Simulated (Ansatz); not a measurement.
# Ag2C (CdCl2 type): a single-point run

The task is a single-point run on Ag2C (CdCl2 type). The structure is shown as the input types it.

Program: Ansatz 0.2.0. Level of theory: DFT, LDA, PAW with Ansatz's default frozen-core files, scalar-relativistic (as first typed). These are calculated values, not measurements.

**1. The starting structure**

It takes space group R-3m (No. 166, trigonal). Conventional cell: a = 3.027 Å, b = 3.027 Å, c = 15.089 Å, α = 90.00°, β = 90.00°, γ = 120.00°. Around C (site symmetry -3m) lie 6 Ag at 2.23 Å. Ag (site symmetry 3m) is surrounded by 3 C at 2.23 Å.

Structure file:

```cif
data_structure
_symmetry_space_group_name_H-M 'R-3m:H'
_symmetry_Int_Tables_number 166
_cell_length_a 3.0266
_cell_length_b 3.0266
_cell_length_c 15.0895
_cell_angle_alpha 90.000
_cell_angle_beta 90.000
_cell_angle_gamma 120.000
_cell_volume 119.70
loop_
_atom_site_label
_atom_site_type_symbol
_atom_site_symmetry_multiplicity
_atom_site_Wyckoff_symbol
_atom_site_fract_x
_atom_site_fract_y
_atom_site_fract_z
_atom_site_occupancy
C1 C 3 a 0.00000 0.00000 0.00000 1
Ag1 Ag 6 c 0.33333 0.66667 0.90788 1
```

**2. The calculation**

File input.yaml:

```yaml
crystal:
  lattice:
    - [1.513290179, -0.8736984922, 5.0298233832]
    - [0.0, 1.7473969844, 5.0298233832]
    - [-1.513290179, -0.8736984922, 5.0298233832]
  atoms:
    - { symbol: C, position: [0.0, 0.0, 0.0] }
    - { symbol: Ag, position: [0.2412175721, 0.2412175721, 0.2412175721] }
    - { symbol: Ag, position: [0.7587824279, 0.7587824279, 0.7587824279] }
kpoints:
  mp_grid: { grid: [14, 14, 14] }
scf:
  occupations: { method: fixed }
  max_iter: 60
hamiltonian:
  xc: lda
  pseudopotentials: { kind: paw }
output:
  forces: true
  stress: true
  eigenvalues: true
  efg: { contact_densities: true }
  populations: true
```

Run with:

```
> ansatz run input.yaml --threads 1 --pin off --max-ram 3072MiB --backend cpu --events-out ev --progress --plain --runs-dir out
```

Q: Will this input give a usable result? If not, why, and what should change?

The run converged and reported no error, with warnings (band overlap at count, gradients without spin orbit, metallic iterate). That alone doesn't make the input a sound one.

The suspect setting: scf.occupations.method is fixed; scf.occupations.width is missing. What could go wrong: fixed occupations where they can't hold. The run converged, but that does not make its result sound.

Run again and compare: set scf.occupations.method to fermi_dirac and scf.occupations.width to 0.05.
